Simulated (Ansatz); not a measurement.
**TIPS-pentacene (C44H54Si2): single points with varied inputs, part 1 of 2**

Aim: run TIPS-pentacene (C44H54Si2) under a spread of inputs, and see what each costs and gives.

Method: the settings change from run to run; program: Ansatz 0.2.0, Gaussian basis.

1 further run of the same task is left out (it didn't finish).

### 1 The molecule

An earlier PBE-D4/def2-SVP relaxation fixed the geometry.

SMILES `CC(C)[Si](C#Cc1c2cc3ccccc3cc2c(C#C[Si](C(C)C)(C(C)C)C(C)C)c2cc3ccccc3cc12)(C(C)C)C(C)C`, 100 atoms, charge 0, spin multiplicity 1.

Atoms are counted from 1 here; the program's logs count them from 0.

Bond lengths: C1–C2 1.537 Å, C1–H47 1.109 Å, C1–H48 1.112 Å, C1–H49 1.110 Å, C2–C3 1.538 Å, C2–Si4 1.923 Å, C2–H50 1.115 Å, C3–H51 1.111 Å, C3–H52 1.112 Å, C3–H53 1.109 Å, Si4–C5 1.844 Å, Si4–C41 1.927 Å, Si4–C44 1.918 Å, C5–C6 1.239 Å, C6–C7 1.415 Å, C7–C8 1.433 Å, C7–C40 1.432 Å, C8–C9 1.415 Å and more. Angles: C2–C1–H47 111.7°, C2–C1–H48 110.9°, C2–C1–H49 112.0°, H47–C1–H48 107.8°, H47–C1–H49 107.1°, H48–C1–H49 107.1°, C1–C2–C3 111.6°, C1–C2–Si4 113.8°, C1–C2–H50 107.4°, C3–C2–Si4 112.4°, C3–C2–H50 107.8°, Si4–C2–H50 103.1°, C2–C3–H51 111.6°, C2–C3–H52 111.0°, C2–C3–H53 112.6°, H51–C3–H52 106.9°, H51–C3–H53 107.3°, H52–C3–H53 107.1° and more.

### 2 r2SCAN0/def2-SVP

Set apart from the defaults: density fitting with def2-universal-jkfit, D3(BJ) dispersion.

The input, in.yaml:

```yaml
crystal:
  periodic: [false, false, false]
  atoms:
    - {symbol: C, position_ang: [-5.647624, -2.690217, 1.859061]}
    - {symbol: C, position_ang: [-6.461043, -1.389570, 1.959225]}
    - {symbol: C, position_ang: [-7.973473, -1.660899, 1.884668]}
    - {symbol: Si, position_ang: [-5.898520, -0.023925, 0.727435]}
    - {symbol: C, position_ang: [-4.066032, -0.134274, 0.555503]}
    - {symbol: C, position_ang: [-2.835607, -0.143435, 0.412446]}
    - {symbol: C, position_ang: [-1.431295, -0.125688, 0.238762]}
    - {symbol: C, position_ang: [-0.830851, 0.925860, -0.527998]}
    - {symbol: C, position_ang: [-1.612140, 1.947829, -1.117500]}
    - {symbol: C, position_ang: [-1.038330, 2.979823, -1.871912]}
    - {symbol: C, position_ang: [-1.828090, 4.018044, -2.471779]}
    - {symbol: C, position_ang: [-1.233772, 5.020163, -3.209554]}
    - {symbol: C, position_ang: [0.187934, 5.043991, -3.392546]}
    - {symbol: C, position_ang: [0.982886, 4.065902, -2.832917]}
    - {symbol: C, position_ang: [0.405990, 3.004121, -2.057493]}
    - {symbol: C, position_ang: [1.185281, 1.995665, -1.474960]}
    - {symbol: C, position_ang: [0.612821, 0.952420, -0.709399]}
    - {symbol: C, position_ang: [1.422853, -0.067394, -0.111971]}
    - {symbol: C, position_ang: [2.827816, -0.035837, -0.278994]}
    - {symbol: C, position_ang: [4.058119, -0.006090, -0.419217]}
    - {symbol: Si, position_ang: [5.890600, 0.031237, -0.624946]}
    - {symbol: C, position_ang: [6.283182, -1.014990, -2.183139]}
    - {symbol: C, position_ang: [7.791731, -1.158707, -2.438294]}
    - {symbol: C, position_ang: [5.538639, -0.490237, -3.420568]}
    - {symbol: C, position_ang: [6.637321, -0.769624, 0.947981]}
    - {symbol: C, position_ang: [6.202748, -0.022697, 2.219930]}
    - {symbol: C, position_ang: [6.287509, -2.264407, 1.032038]}
    - {symbol: C, position_ang: [6.446029, 1.856516, -0.862993]}
    - {symbol: C, position_ang: [7.921828, 2.059946, -0.476306]}
    - {symbol: C, position_ang: [5.533659, 2.877196, -0.163248]}
    - {symbol: C, position_ang: [0.822599, -1.116896, 0.657012]}
    - {symbol: C, position_ang: [1.603865, -2.131756, 1.258274]}
    - {symbol: C, position_ang: [1.029531, -3.163705, 2.012122]}
    - {symbol: C, position_ang: [1.819307, -4.194561, 2.624669]}
    - {symbol: C, position_ang: [1.223181, -5.197672, 3.359669]}
    - {symbol: C, position_ang: [-0.200453, -5.230974, 3.526300]}
    - {symbol: C, position_ang: [-0.995589, -4.259949, 2.954841]}
    - {symbol: C, position_ang: [-0.416575, -3.196923, 2.182646]}
    - {symbol: C, position_ang: [-1.195455, -2.193819, 1.591399]}
    - {symbol: C, position_ang: [-0.621764, -1.147347, 0.831933]}
    - {symbol: C, position_ang: [-6.311186, 1.707388, 1.465606]}
    - {symbol: C, position_ang: [-7.764624, 2.130184, 1.189884]}
    - {symbol: C, position_ang: [-5.317689, 2.808711, 1.059879]}
    - {symbol: C, position_ang: [-6.635788, -0.247116, -1.029473]}
    - {symbol: C, position_ang: [-6.129506, 0.842602, -1.989810]}
    - {symbol: C, position_ang: [-6.360813, -1.650830, -1.592986]}
    - {symbol: H, position_ang: [-4.559544, -2.503184, 1.960965]}
    - {symbol: H, position_ang: [-5.945837, -3.406275, 2.655851]}
    - {symbol: H, position_ang: [-5.800623, -3.201700, 0.886426]}
    - {symbol: H, position_ang: [-6.244656, -0.937146, 2.955414]}
    - {symbol: H, position_ang: [-8.263909, -2.091256, 0.902851]}
    - {symbol: H, position_ang: [-8.286616, -2.390549, 2.662911]}
    - {symbol: H, position_ang: [-8.578462, -0.743221, 2.034487]}
    - {symbol: H, position_ang: [-2.702814, 1.925425, -0.972881]}
    - {symbol: H, position_ang: [-2.919771, 3.994820, -2.327151]}
    - {symbol: H, position_ang: [-1.849292, 5.810795, -3.665435]}
    - {symbol: H, position_ang: [0.641685, 5.853012, -3.985354]}
    - {symbol: H, position_ang: [2.075664, 4.080892, -2.969456]}
    - {symbol: H, position_ang: [2.277099, 2.007410, -1.613120]}
    - {symbol: H, position_ang: [5.871449, -2.021617, -1.941005]}
    - {symbol: H, position_ang: [8.336759, -1.556411, -1.556825]}
    - {symbol: H, position_ang: [8.253979, -0.183825, -2.702711]}
    - {symbol: H, position_ang: [7.990225, -1.847955, -3.287939]}
    - {symbol: H, position_ang: [5.894462, 0.521439, -3.712221]}
    - {symbol: H, position_ang: [4.445534, -0.421323, -3.245424]}
    - {symbol: H, position_ang: [5.700209, -1.153596, -4.297961]}
    - {symbol: H, position_ang: [7.743076, -0.673790, 0.843425]}
    - {symbol: H, position_ang: [6.516609, 1.040970, 2.213898]}
    - {symbol: H, position_ang: [6.639063, -0.491693, 3.128794]}
    - {symbol: H, position_ang: [5.098170, -0.039340, 2.334554]}
    - {symbol: H, position_ang: [6.668720, -2.840368, 0.164323]}
    - {symbol: H, position_ang: [5.186820, -2.415540, 1.072011]}
    - {symbol: H, position_ang: [6.715126, -2.723978, 1.949693]}
    - {symbol: H, position_ang: [6.355607, 2.022072, -1.961839]}
    - {symbol: H, position_ang: [8.602939, 1.357968, -0.999565]}
    - {symbol: H, position_ang: [8.079358, 1.920325, 0.614122]}
    - {symbol: H, position_ang: [8.258189, 3.090978, -0.721216]}
    - {symbol: H, position_ang: [5.857153, 3.917092, -0.388098]}
    - {symbol: H, position_ang: [5.555769, 2.759566, 0.940530]}
    - {symbol: H, position_ang: [4.475131, 2.774089, -0.475634]}
    - {symbol: H, position_ang: [2.695565, -2.103007, 1.123076]}
    - {symbol: H, position_ang: [2.912586, -4.164121, 2.493704]}
    - {symbol: H, position_ang: [1.838543, -5.983558, 3.823918]}
    - {symbol: H, position_ang: [-0.655397, -6.041973, 4.115476]}
    - {symbol: H, position_ang: [-2.089754, -4.280547, 3.079699]}
    - {symbol: H, position_ang: [-2.288459, -2.212812, 1.716327]}
    - {symbol: H, position_ang: [-6.204173, 1.550088, 2.564420]}
    - {symbol: H, position_ang: [-8.007675, 3.081385, 1.711708]}
    - {symbol: H, position_ang: [-7.941695, 2.302065, 0.107092]}
    - {symbol: H, position_ang: [-8.502525, 1.373687, 1.527421]}
    - {symbol: H, position_ang: [-5.554217, 3.764205, 1.577071]}
    - {symbol: H, position_ang: [-4.272772, 2.536475, 1.308810]}
    - {symbol: H, position_ang: [-5.352440, 3.013779, -0.030948]}
    - {symbol: H, position_ang: [-7.737520, -0.124800, -0.908774]}
    - {symbol: H, position_ang: [-6.555434, 0.704227, -3.007497]}
    - {symbol: H, position_ang: [-5.023410, 0.806405, -2.088118]}
    - {symbol: H, position_ang: [-6.400860, 1.864115, -1.654677]}
    - {symbol: H, position_ang: [-6.771643, -1.753213, -2.621177]}
    - {symbol: H, position_ang: [-6.814984, -2.451827, -0.975569]}
    - {symbol: H, position_ang: [-5.270205, -1.852757, -1.651658]}
basis:
  gaussian: {orbitals: def2-SVP, fitting: {mean_field: def2-universal-jkfit}}
hamiltonian: {xc: {name: r2SCAN0}, dispersion: d3bj}
scf: {omitted_lower_state_checks: [starts]}
output: {forces: true}
```

Command:

```bash
$ ansatz run in.yaml --threads 4 --pin off --events-out ev --progress --plain --max-ram 46080MiB --backend cuda --devices 0, --max-vram 37GiB
```

What it wrote, shortened:

```text
Warning: the engine holds no damping parameters fitted to this dispersion correction and functional, so the run takes those fitted to r2scan0 beside the three-body term, which d3bj leaves out (hamiltonian.dispersion, under Limitations)
Functional definition: r2SCAN0
  name "r2SCAN0"
  cite "Bursch, Neugebauer, Ehlert & Grimme, J. Chem. Phys. 156, 134105 (2022) doi:10.1063/5.0086040"
  cite "Furness, Kaplan, Ning, Perdew & Sun, J. Phys. Chem. Lett. 11, 8208 (2020) doi:10.1021/acs.jpclett.0c02405"
  cite "Furness, Kaplan, Ning, Perdew & Sun, J. Phys. Chem. Lett. 11, 9248 (2020) doi:10.1021/acs.jpclett.0c03077"
  parent r2scan
[...]
4528 factors; integrals over basis functions are off by at most 2.3e-1 eV
[...]
mean field -62192.65677176 eV, -2285.5379806652 hartree, gradient 7.2e-5 eV, S^2 0.000000; 0 other end points of the search recorded, 0 dependent functions left out
[...]
reference -62192.65680006 eV, -2285.5379817055 hartree; 173, 173 occupied and 749, 749 virtual orbitals, 4528 factors
Total energy: -62194.25202076 eV, -2285.5966049848 hartree
Atom 0 at    -5.647624    -2.690217     1.859061 Å, force     0.047144    -0.135534    -0.014475 eV/Å
Atom 1 at    -6.461043    -1.389570     1.959225 Å, force     0.044500     0.106609     0.086474 eV/Å
Atom 2 at    -7.973473    -1.660899     1.884668 Å, force    -0.134447    -0.065193    -0.005379 eV/Å
Atom 3 at    -5.898520    -0.023925     0.727435 Å, force    -0.200747     0.016270    -0.016292 eV/Å
[...]
Atom 83 at    -0.655397    -6.041973     4.115476 Å, force     0.170792     0.332984    -0.236778 eV/Å
Atom 84 at    -2.089754    -4.280547     3.079699 Å, force     0.437498    -0.004368    -0.042838 eV/Å
Atom 85 at    -2.288459    -2.212812     1.716327 Å, force     0.436230     0.007456    -0.048373 eV/Å
Atom 86 at    -6.204173     1.550088     2.564420 Å, force    -0.041351     0.084691    -0.387239 eV/Å
Atom 87 at    -8.007675     3.081385     1.711708 Å, force     0.109274    -0.369420    -0.192054 eV/Å
Atom 88 at    -7.941695     2.302065     0.107092 Å, force     0.084078    -0.074374     0.401602 eV/Å
Atom 89 at    -8.502525     1.373687     1.527421 Å, force     0.300354     0.292685    -0.128785 eV/Å
Atom 90 at    -5.554217     3.764205     1.577071 Å, force     0.080518    -0.378819    -0.191331 eV/Å
Atom 91 at    -4.272772     2.536475     1.308810 Å, force    -0.404846     0.091755    -0.077261 eV/Å
Atom 92 at    -5.352440     3.013779    -0.030948 Å, force    -0.001744    -0.085953     0.409730 eV/Å
Atom 93 at    -7.737520    -0.124800    -0.908774 Å, force     0.379942    -0.046290    -0.063481 eV/Å
Atom 94 at    -6.555434     0.704227    -3.007497 Å, force     0.159242     0.042040     0.394511 eV/Å
Atom 95 at    -5.023410     0.806405    -2.088118 Å, force    -0.409031    -0.004928     0.041815 eV/Å
Atom 96 at    -6.400860     1.864115    -1.654677 Å, force     0.084561    -0.406298    -0.109366 eV/Å
Atom 97 at    -6.771643    -1.753213    -2.621177 Å, force     0.154463     0.052740     0.395851 eV/Å
Atom 98 at    -6.814984    -2.451827    -0.975569 Å, force     0.162028     0.330224    -0.224678 eV/Å
Atom 99 at    -5.270205    -1.852757    -1.651658 Å, force    -0.400433     0.087507     0.026033 eV/Å
Dipole moment:    -0.001366     0.011014     0.011837 e Å
Checks for a lower state left out: starts
```

Wall time 17 s (1 × H100 (card shared with other runs) with 4 threads of AMD EPYC 7R13, shared host); peak host memory 2.8 GiB.

Largest force 1.550 eV/Å, dipole 0.08 D.

### 3 RPBE/6-31G

Set apart from the defaults: atoms shaken by 0.15 Å, density fitting with def2-universal-jkfit, D4 dispersion, the search for lower states set to full.

The input, in.yaml:

```yaml
crystal:
  periodic: [false, false, false]
  atoms:
    - {symbol: C, position_ang: [-5.629989, -2.739682, 2.163910]}
    - {symbol: C, position_ang: [-6.548265, -1.313502, 1.971409]}
    - {symbol: C, position_ang: [-7.961908, -1.540512, 1.790796]}
    - {symbol: Si, position_ang: [-5.653454, 0.124544, 0.851862]}
    - {symbol: C, position_ang: [-3.906075, -0.267339, 0.728472]}
    - {symbol: C, position_ang: [-2.654513, 0.083302, 0.529561]}
    - {symbol: C, position_ang: [-1.444697, -0.036578, 0.015570]}
    - {symbol: C, position_ang: [-0.840121, 1.012791, -0.406488]}
    - {symbol: C, position_ang: [-1.633071, 2.075129, -0.889618]}
    - {symbol: C, position_ang: [-0.805228, 3.151654, -2.085476]}
    - {symbol: C, position_ang: [-1.634999, 3.958698, -2.450625]}
    - {symbol: C, position_ang: [-1.346788, 5.078642, -3.155728]}
    - {symbol: C, position_ang: [0.074328, 5.253548, -3.351594]}
    - {symbol: C, position_ang: [1.016580, 4.126621, -2.881050]}
    - {symbol: C, position_ang: [0.546671, 2.719589, -2.119653]}
    - {symbol: C, position_ang: [1.301455, 2.164393, -1.343016]}
    - {symbol: C, position_ang: [0.663420, 1.062198, -0.835698]}
    - {symbol: C, position_ang: [1.600851, -0.101099, 0.178811]}
    - {symbol: C, position_ang: [2.889175, 0.087163, -0.224233]}
    - {symbol: C, position_ang: [4.180473, -0.153606, -0.363116]}
    - {symbol: Si, position_ang: [6.043876, -0.046829, -0.868510]}
    - {symbol: C, position_ang: [6.173679, -1.172967, -2.192815]}
    - {symbol: C, position_ang: [7.824593, -1.292961, -2.288121]}
    - {symbol: C, position_ang: [5.097755, -0.389055, -3.247772]}
    - {symbol: C, position_ang: [6.614210, -0.532138, 0.870085]}
    - {symbol: C, position_ang: [6.266302, -0.019139, 2.392689]}
    - {symbol: C, position_ang: [6.178136, -2.177604, 1.110326]}
    - {symbol: C, position_ang: [6.292051, 1.945783, -1.031888]}
    - {symbol: C, position_ang: [7.894979, 2.245329, -0.703494]}
    - {symbol: C, position_ang: [5.503770, 3.039806, -0.290707]}
    - {symbol: C, position_ang: [0.975517, -1.055199, 0.619139]}
    - {symbol: C, position_ang: [1.731163, -2.216642, 1.275345]}
    - {symbol: C, position_ang: [0.960367, -2.894957, 2.067639]}
    - {symbol: C, position_ang: [1.699843, -4.064475, 2.662541]}
    - {symbol: C, position_ang: [1.436953, -5.297660, 3.486965]}
    - {symbol: C, position_ang: [-0.177465, -5.212022, 3.393317]}
    - {symbol: C, position_ang: [-0.793964, -4.510569, 3.070850]}
    - {symbol: C, position_ang: [-0.588240, -2.975889, 2.467424]}
    - {symbol: C, position_ang: [-1.273547, -2.343329, 1.750937]}
    - {symbol: C, position_ang: [-0.414083, -1.132072, 1.009338]}
    - {symbol: C, position_ang: [-6.353910, 1.627292, 1.352449]}
    - {symbol: C, position_ang: [-7.661411, 1.958653, 1.178334]}
    - {symbol: C, position_ang: [-5.383633, 2.754016, 0.898465]}
    - {symbol: C, position_ang: [-6.357469, -0.237455, -0.899990]}
    - {symbol: C, position_ang: [-6.330774, 0.891712, -2.229563]}
    - {symbol: C, position_ang: [-6.369664, -1.785827, -1.622639]}
    - {symbol: H, position_ang: [-4.499009, -2.452231, 1.727944]}
    - {symbol: H, position_ang: [-6.099540, -3.400594, 2.624591]}
    - {symbol: H, position_ang: [-5.747320, -3.218669, 0.716493]}
    - {symbol: H, position_ang: [-6.104499, -1.226936, 3.060888]}
    - {symbol: H, position_ang: [-8.485123, -1.886242, 0.937737]}
    - {symbol: H, position_ang: [-8.301263, -2.223242, 2.696788]}
    - {symbol: H, position_ang: [-8.401382, -0.906982, 2.271379]}
    - {symbol: H, position_ang: [-2.598601, 1.898391, -1.046002]}
    - {symbol: H, position_ang: [-2.853452, 4.083285, -2.370385]}
    - {symbol: H, position_ang: [-1.861198, 5.828164, -3.943457]}
    - {symbol: H, position_ang: [0.568713, 5.921369, -3.691334]}
    - {symbol: H, position_ang: [2.090432, 4.220716, -2.937940]}
    - {symbol: H, position_ang: [2.100402, 1.805712, -1.475233]}
    - {symbol: H, position_ang: [5.786636, -1.848802, -1.871490]}
    - {symbol: H, position_ang: [8.521952, -1.588806, -1.627758]}
    - {symbol: H, position_ang: [8.243040, -0.049206, -2.697282]}
    - {symbol: H, position_ang: [8.157007, -2.081904, -3.040578]}
    - {symbol: H, position_ang: [5.888210, 0.609165, -3.684490]}
    - {symbol: H, position_ang: [4.495083, -0.504615, -2.983412]}
    - {symbol: H, position_ang: [5.518469, -1.253786, -4.132702]}
    - {symbol: H, position_ang: [7.759382, -0.732855, 0.993276]}
    - {symbol: H, position_ang: [6.453476, 1.204750, 2.277272]}
    - {symbol: H, position_ang: [6.625457, -0.435281, 3.201557]}
    - {symbol: H, position_ang: [5.012450, -0.214193, 2.595610]}
    - {symbol: H, position_ang: [6.840280, -2.831569, 0.157206]}
    - {symbol: H, position_ang: [5.122140, -2.298309, 1.116425]}
    - {symbol: H, position_ang: [6.672764, -2.476147, 1.889587]}
    - {symbol: H, position_ang: [6.429264, 2.010219, -1.682242]}
    - {symbol: H, position_ang: [8.235639, 1.660891, -0.921847]}
    - {symbol: H, position_ang: [8.223903, 2.101701, 0.509457]}
    - {symbol: H, position_ang: [8.388910, 3.040112, -0.593760]}
    - {symbol: H, position_ang: [5.784066, 4.124031, -0.469878]}
    - {symbol: H, position_ang: [5.626028, 2.685934, 0.787519]}
    - {symbol: H, position_ang: [4.467015, 2.580165, -0.435891]}
    - {symbol: H, position_ang: [2.579141, -1.958652, 1.161805]}
    - {symbol: H, position_ang: [2.718112, -4.011953, 2.464752]}
    - {symbol: H, position_ang: [1.892841, -5.987546, 3.893440]}
    - {symbol: H, position_ang: [-0.540209, -6.222617, 4.165956]}
    - {symbol: H, position_ang: [-2.126785, -4.140513, 3.345733]}
    - {symbol: H, position_ang: [-2.424488, -1.991791, 1.516508]}
    - {symbol: H, position_ang: [-6.172406, 1.602980, 2.700970]}
    - {symbol: H, position_ang: [-8.019520, 3.047650, 1.564560]}
    - {symbol: H, position_ang: [-8.054851, 2.377928, 0.049906]}
    - {symbol: H, position_ang: [-8.796215, 1.564474, 1.614792]}
    - {symbol: H, position_ang: [-5.696453, 3.770570, 1.811964]}
    - {symbol: H, position_ang: [-4.280522, 2.527813, 1.447726]}
    - {symbol: H, position_ang: [-5.376984, 3.218268, -0.160311]}
    - {symbol: H, position_ang: [-7.818869, -0.289885, -0.832231]}
    - {symbol: H, position_ang: [-6.318485, 0.805428, -2.902568]}
    - {symbol: H, position_ang: [-5.033704, 0.837194, -1.841914]}
    - {symbol: H, position_ang: [-6.335846, 1.863043, -1.753264]}
    - {symbol: H, position_ang: [-6.781483, -1.630155, -2.449946]}
    - {symbol: H, position_ang: [-6.748237, -2.534023, -0.872776]}
    - {symbol: H, position_ang: [-5.034288, -1.896148, -1.653582]}
basis:
  gaussian: {orbitals: 6-31G, fitting: {mean_field: def2-universal-jkfit}}
hamiltonian: {xc: {name: RPBE}, dispersion: d4}
scf: {lower_state_search: full}
output: {forces: true}
```

Launched as before.

What it wrote, shortened:

```text
Functional definition: RPBE
  name "RPBE"
  cite "Hammer, Hansen & Nørskov, Phys. Rev. B 59, 7413 (1999) doi:10.1103/PhysRevB.59.7413"
  cite "Perdew, Burke & Ernzerhof, Phys. Rev. Lett. 77, 3865 (1996) doi:10.1103/PhysRevLett.77.3865"
[...]
4528 factors; integrals over basis functions are off by at most 7.3e-2 eV
[...]
mean field -62158.66656591 eV, -2284.2888636399 hartree, gradient 2.4e-5 eV, S^2 0.000000; 2 other end points of the search recorded, 0 dependent functions left out
[...]
reference -62158.66666272 eV, -2284.2888671973 hartree; 173, 173 occupied and 357, 357 virtual orbitals, 4528 factors
Total energy: -62171.40297307 eV, -2284.7569179697 hartree
Atom 0 at    -5.629989    -2.739682     2.163910 Å, force     5.293162     8.145978   -13.571128 eV/Å
Atom 1 at    -6.548265    -1.313502     1.971409 Å, force     6.078158    -1.674029     1.512818 eV/Å
[...]
Atom 90 at    -5.696453     3.770570     1.811964 Å, force     0.520028    -1.776180    -2.597979 eV/Å
Atom 91 at    -4.280522     2.527813     1.447726 Å, force    -2.223537     0.452133    -2.167164 eV/Å
Atom 92 at    -5.376984     3.218268    -0.160311 Å, force    -0.004751    -1.036952     1.450427 eV/Å
Atom 93 at    -7.818869    -0.289885    -0.832231 Å, force     3.069433     0.453095     0.925075 eV/Å
Atom 94 at    -6.318485     0.805428    -2.902568 Å, force    -0.228487    -8.174903   -55.925595 eV/Å
Atom 95 at    -5.033704     0.837194    -1.841914 Å, force    -1.717962     0.406097    -2.124933 eV/Å
Atom 96 at    -6.335846     1.863043    -1.753264 Å, force    -1.401307     0.621183    -0.423310 eV/Å
Atom 97 at    -6.781483    -1.630155    -2.449946 Å, force    -3.720430     0.625180    -7.738111 eV/Å
Atom 98 at    -6.748237    -2.534023    -0.872776 Å, force     0.178216     0.487692    -0.947121 eV/Å
Atom 99 at    -5.034288    -1.896148    -1.653582 Å, force    -3.460756    -0.507038    -0.589905 eV/Å
Dipole moment:     1.147576     0.227235    -0.244684 e Å
```

Run time: 18 s. Hardware: 1 × H100 (card shared with other runs) with 4 threads of AMD EPYC 7R13, shared host; peak host memory 1.3 GiB.

Largest force 68.685 eV/Å, dipole 5.74 D.

(Continued in part 2 of 2.)
